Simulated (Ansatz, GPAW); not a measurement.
# Ge with PBE in single-zeta orbitals from a Python script

These are simulated results from GPAW 26.7.0, not measurements. The cell was built from a prototype and was relaxed with r2SCAN in plane waves (Ansatz 0.2.0). Not every such cell is a known phase. All runs are without spin polarisation.

Space group Fd-3m (No. 227), cubic; conventional cell a = 5.674 Å, 22.83 Å³ an atom. Ge has 4 Ge at 2.46 Å.

The basis is minimal: single zeta, one radial function for each shell that the log's basis lists. It describes the filled bands fairly and the empty ones poorly.

Input script:

```python
import json
from ase import Atoms
from gpaw import GPAW, PW, FermiDirac

atoms = Atoms(['Ge', 'Ge'],
              cell=[[0.0, 2.836874, 2.836874], [2.836874, -0.0, 2.836874], [2.836874, 2.836874, -0.0]],
              scaled_positions=[[0.0, 0.0, 0.0], [0.25, 0.25, 0.25]],
              pbc=True)
calc = GPAW(mode='lcao', basis='sz(dzp)', h=0.2, xc='PBE', kpts={'size': (6, 6, 6), 'gamma': True},
            occupations=FermiDirac(0.02), maxiter=100, legacy_gpaw=True, txt='gpaw.txt')
atoms.calc = calc
res = {'energy': atoms.get_potential_energy(force_consistent=True)}
res['electrons'] = calc.get_number_of_electrons()
res['k'] = calc.get_ibz_k_points().tolist()
res['levels'] = [calc.get_eigenvalues(kpt=i).tolist() for i in range(len(res['k']))]
points = [[0.0, 0.0, 0.0], [0.5, 0.0, 0.5], [0.625, 0.25, 0.625], [0.375, 0.375, 0.75], [0.5, 0.5, 0.5], [0.5, 0.25, 0.75]]
bands = calc.fixed_density(kpts=points, symmetry='off', txt='bands.txt')
res['points'] = [bands.get_eigenvalues(kpt=i).tolist() for i in range(len(points))]
json.dump(res, open('results.json', 'w'))
print('free energy (eV):', round(res['energy'], 5))
```

Command: `python run.py`. It took 2.9 s on 1 thread of Intel(R) Xeon(R) 6975P-C (Granite Rapids), with other jobs on the host, peak memory 0.13 GiB.

The log gpaw.txt, trimmed of paths, versions and times, then the last line on the terminal. An iter line gives the energy in eV and the logarithms of the changes of orbitals (plane waves alone) and density (c: converged):

```
___ ___ ___ _ _ _
 |   |   |_  | | | |

 | | | | | . | | | |

 |__ |  _|___|_____|  26.7.0
 |___|_|

Input parameters:
  basis: sz(dzp)
  h: 0.2
  kpts: {gamma: True,
         size: (6, 6, 6)}
  maxiter: 100
  mode: lcao
  occupations: {fixmagmom: False,
                name: fermi-dirac,
                width: 0.02}
  xc: PBE

System changes: positions, numbers, cell, pbc, initial_charges, initial_magmoms

Initialize ...

species:
  Ge:
    name:    Germanium
    Z:       32.0
    valence: 4
    core:    28
    charge:  0.0  # [|e|]
    compensation charges:
      type: gauss
      rc: 0.32  # [Å]
      lmax: 2
    cutoffs:
      filter: 1.77  # [Å]
      core: 3.42  # [Å]
    projectors
    | kind |    occ | energy [eV] | rcut [Å] |

    |------|--------|-------------|----------|

    |   4s |  2.000 |     -11.726 |    1.005 |

    |   4p |  2.000 |      -3.896 |    1.005 |

    |    s |        |      15.485 |    1.005 |

    |    p |        |      23.315 |    1.005 |

    |    d |        |       0.000 |    1.005 |

    LCAO basis set for Ge:
      Name: sz(dzp)
      Number of radial functions: 2
      Number of spherical harmonics: 4
        l=0, rc=6.6406 Bohr: 4s-sz confined orbital
        l=1, rc=8.9688 Bohr: 4p-sz confined orbital
      Number of RI-basis functions 0

Reference energy: -114195.275705  # eV

Spin-paired calculation

Convergence criteria:
 Maximum [total energy] change in last 3 cyles: 0.0005 eV / valence electron
 Maximum integral of absolute [dens]ity change: 0.0001 electrons / valence electron
 Maximum integral of absolute [eigenst]ate change: 4e-08 eV^2 / valence electron
 Maximum number of scf [iter]ations: 100
 (Square brackets indicate name in SCF output, whereas a 'c' in
 the SCF output indicates the quantity has converged.)

Symmetries present (total): 24

  ( 1  0  0)  ( 1  0  0)  ( 1  0 -1)  ( 1  0 -1)  ( 1 -1  0)  ( 1 -1  0)
  ( 0  1  0)  ( 0  0  1)  ( 0  1 -1)  ( 0  0 -1)  ( 0 -1  1)  ( 0 -1  0)
  ( 0  0  1)  ( 0  1  0)  ( 0  0 -1)  ( 0  1 -1)  ( 0 -1  0)  ( 0 -1  1)

  ( 0  1  0)  ( 0  1  0)  ( 0  1 -1)  ( 0  1 -1)  ( 0  0  1)  ( 0  0  1)
  ( 1  0  0)  ( 0  0  1)  ( 1  0 -1)  ( 0  0 -1)  ( 1  0  0)  ( 0  1  0)
  ( 0  0  1)  ( 1  0  0)  ( 0  0 -1)  ( 1  0 -1)  ( 0  1  0)  ( 1  0  0)

  ( 0  0 -1)  ( 0  0 -1)  ( 0 -1  1)  ( 0 -1  1)  ( 0 -1  0)  ( 0 -1  0)
  ( 1  0 -1)  ( 0  1 -1)  ( 1 -1  0)  ( 0 -1  0)  ( 1 -1  0)  ( 0 -1  1)
  ( 0  1 -1)  ( 1  0 -1)  ( 0 -1  0)  ( 1 -1  0)  ( 0 -1  1)  ( 1 -1  0)

  (-1  1  0)  (-1  1  0)  (-1  0  1)  (-1  0  1)  (-1  0  0)  (-1  0  0)
  (-1  0  1)  (-1  0  0)  (-1  1  0)  (-1  0  0)  (-1  1  0)  (-1  0  1)
  (-1  0  0)  (-1  0  1)  (-1  0  0)  (-1  1  0)  (-1  0  1)  (-1  1  0)

216 k-points: 6 x 6 x 6 Monkhorst-Pack grid + [1/12,1/12,1/12]
16 k-points in the irreducible part of the Brillouin zone
       k-points in crystal coordinates                weights
   0:     0.00000000    0.00000000    0.00000000          1/216
   1:     0.16666667    0.16666667    0.00000000          6/216
   2:     0.16666667    0.16666667    0.16666667          8/216
   3:     0.33333333    0.16666667    0.16666667         12/216
   4:     0.33333333    0.33333333   -0.33333333         12/216
   5:     0.33333333    0.33333333    0.00000000          6/216
   6:     0.33333333    0.33333333    0.16666667         24/216
   7:     0.33333333    0.33333333    0.33333333          8/216
   8:     0.50000000    0.33333333   -0.33333333         24/216
   9:     0.50000000    0.33333333   -0.16666667         12/216
          ...
  15:     0.50000000    0.50000000    0.50000000          4/216

Wave functions: LCAO
  Diagonalizer: Serial LAPACK
  Atomic Correction: dense with blas
  Data-type: complex

Occupation numbers: Fermi-Dirac:
  width: 0.0200  # eV

Eigensolver
   LCAO using direct dense diagonalizer

Densities:
  Coarse grid: 16*16*16 grid
  Fine grid: 32*32*32 grid
  Total Charge: 0.000000

Density mixing:
  Method: separate
  Backend: msr1
  Linear mixing parameter: 0.05
  old densities: 10
  Width of damping distribution: 1.1
  Damping of long wavelength oscillations: 20

Hamiltonian:
  XC and Coulomb potentials evaluated on a 32*32*32 grid
  Using the PBE Exchange-Correlation functional
  Interpolation: tri-quintic (5. degree polynomial)
  Poisson solver: FastPoissonSolver using
    Stencil: 12*3+1=37 point O(h^6) finite-difference Laplacian
    FFT axes: [np.int64(0), np.int64(1), np.int64(2)]
    FST axes: []

XC parameters: PBE with 2 nearest neighbor stencil

Memory estimate:
  Process memory now: 110.10 MiB
  Calculator: 7.95 MiB
    Density: 5.02 MiB
      Arrays: 0.81 MiB
      Localized functions: 3.59 MiB
      Mixer: 0.62 MiB
    Hamiltonian: 0.79 MiB
      Arrays: 0.53 MiB
      XC: 0.00 MiB
      Poisson: 0.00 MiB
      vbar: 0.26 MiB
    Wavefunctions: 2.14 MiB
      C [qnM]: 0.02 MiB
      S, T [2 x qmm]: 0.03 MiB
      P [aqMi]: 0.00 MiB
      BasisFunctions: 2.09 MiB
      Eigensolver: 0.00 MiB

Total number of cores used: 1

Number of atoms: 2
Number of atomic orbitals: 8
Number of bands in calculation: 8
Number of valence electrons: 8
Bands to converge: occupied
Positions:
   0 Ge     0.000000    0.000000    0.000000    ( 0.0000,  0.0000,  0.0000)
   1 Ge     1.418437    1.418437    1.418437    ( 0.0000,  0.0000,  0.0000)

Unit cell:
           periodic     x           y           z      points  spacing
  1. axis:    yes    0.000000    2.836874    2.836874    16     0.2047
  2. axis:    yes    2.836874   -0.000000    2.836874    16     0.2047
  3. axis:    yes    2.836874    2.836874   -0.000000    16     0.2047

  Lengths:   4.011946   4.011946   4.011946
  Angles:   60.000000  60.000000  60.000000

Effective grid spacing dv^(1/3) = 0.2234

iter:   1    -8.156868        c
iter:   2    -8.153998        c -1.08
iter:   3    -8.127786        c -1.10
iter:   4    -8.127319        c -1.94
iter:   5    -8.127308c       c -3.07
iter:   6    -8.127307c       c -3.59
iter:   7    -8.127307c       c -4.90c

Converged after 7 iterations.

Energy contributions relative to reference atoms: (reference = -114195.275705)

Kinetic:        +12.808806
Potential:      -11.145777
External:        +0.000000
XC:              -9.719465
Entropy (-ST):   -0.000354
Local:           -0.070694
SIC:             +0.000000
--------------------------
Free energy:     -8.127484
Extrapolated:    -8.127307

Showing only first 2 kpts
 Kpt  Band  Eigenvalues  Occupancy
  0     2      5.66214    1.34372
  0     3      5.66283    1.32823
  0     4      5.66283    1.32823
  0     5      8.56309    0.00000

  1     2      4.36783    2.00000
  1     3      4.36823    2.00000
  1     4      7.69663    0.00000
  1     5      8.41217    0.00000

Fermi level: 5.67647

No gap
No difference between direct/indirect transitions

free energy (eV): -8.12748
```

The gap in the log is over the mesh alone; results.json adds the listed points. PBE in single-zeta orbitals gives no gap at the points read. On the same cell, plane-wave PBE (Ansatz, 8×8×8 k points and the special points) gives no gap at the points read and r2SCAN a gap of 0.36 eV; on shared hosts these took about 0.96 and 2 core-seconds on the 2-atom cell, against 2.9 for the script. Semilocal gaps usually lie below measured ones.

The runs are scalar-relativistic, without spin-orbit coupling.
